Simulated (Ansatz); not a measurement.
The system is HfB.

```
Hf B
1.0
     0.00000    2.31000    2.31000
     2.31000    0.00000    2.31000
     2.31000    2.31000    0.00000
Hf B
1 1
Direct
  0.50000 0.50000 0.50000
  0.00000 0.00000 0.00000
```

* Program: Ansatz 0.2.0
* Task: relaxation of cell and atoms
* Functional: PBE
* Dispersion: D4
* Potentials or basis: Ansatz PAW
* Cutoff: 420 eV (not typed: the program's choice for these potentials)
* k mesh: 10 × 10 × 10
* Occupations: fermi-dirac, width 0.05 eV
* Spin: no spin polarisation

At the start: volume 12.33 Å³/atom.

**Question.** How do energy, volume and symmetry change on relaxing?

**Answer.** It ends after 7 steps and the volume is 13.83 Å³/atom (+12.2 %); space group Fm-3m (No. 225, to 0.05 Å).

The path:
| step | energy change (eV) | largest force (eV/Å) | volume (Å³) |
| --- | --- | --- | --- |
| 1 | 0.0000 | 0.0000 | 24.65 |
| 2 | -0.1975 | 0.0000 | 28.44 |
| 3 | -0.2095 | 0.0000 | 27.76 |
| 4 | -0.2098 | 0.0000 | 27.64 |
| 5 | -0.2129 | 0.0000 | 27.64 |
| 6 | -0.2129 | 0.0000 | 27.66 |
| 7 | -0.2129 | 0.0000 | 27.66 |

Final structure:
```cif
data_structure
_symmetry_space_group_name_H-M 'P 1'
_symmetry_Int_Tables_number 1
_cell_length_a 3.3946
_cell_length_b 3.3946
_cell_length_c 3.3946
_cell_angle_alpha 60.000
_cell_angle_beta 60.000
_cell_angle_gamma 60.000
_cell_volume 27.66
loop_
_atom_site_label
_atom_site_type_symbol
_atom_site_fract_x
_atom_site_fract_y
_atom_site_fract_z
_atom_site_occupancy
Hf1 Hf 0.50000 0.50000 0.50000 1
B1 B 0.00000 0.00000 0.00000 1
```

Caveat: the plane-wave basis is chosen anew once the cell has moved, so the energies of steps on either side of that aren't comparable; the volume moved by +12 % from the deposited cell, more than functionals usually miss; pairwise dispersion overbinds metals, which lowers pressure and volume.
